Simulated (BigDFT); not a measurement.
Runs of BigDFT 1.9.6 on F4C2. The cell holds a molecule in a box, 6 atoms: a = 12.000 Å, b = 13.000 Å, c = 11.000 Å, α = 90.00°, β = 90.00°, γ = 90.00°. 

```tsv
potentials or basis	electric field	largest force (eV/Å)
UZH-GTH-SCAN (C q4, F q7)	-	(a)
GTH-PBE (C q4, F q7)	-0.005 Ha/(e bohr) along y	1.28
UZH-GTH-PBE0 (C q4, F q7)	-	(b)
GTH-PBE (C q4, F q7)	0.01 Ha/(e bohr) along y	1.51
GTH-PBE (C q4, F q7)	0.005 Ha/(e bohr) along y	1.28
GTH-BP (C q4, F q7)	-	1.11
GTH-PBE (C q4, F q7)	-	1.09
GTH-PBE (C q4, F q7)	-0.002 Ha/(e bohr) along y	1.15
GTH-BLYP (C q4, F q7)	-	1.06
UZH-GTH-PBE (C q4, F q7)	-	1.09
GTH-PBE (C q4, F q7)	0.002 Ha/(e bohr) along y	1.15
```

Alike in all rows: task single point; level PBE; no spin polarisation; cell as given; smearing fixed; grid spacing 0.27 bohr.

Fill in the values left out.

(a) 0.90; (b) 1.08.

Caveats: boundaries are free: the box only frames the coordinates; an electric field is on (some runs); the potentials were made for another functional, which shifts forces and pressure (some runs).
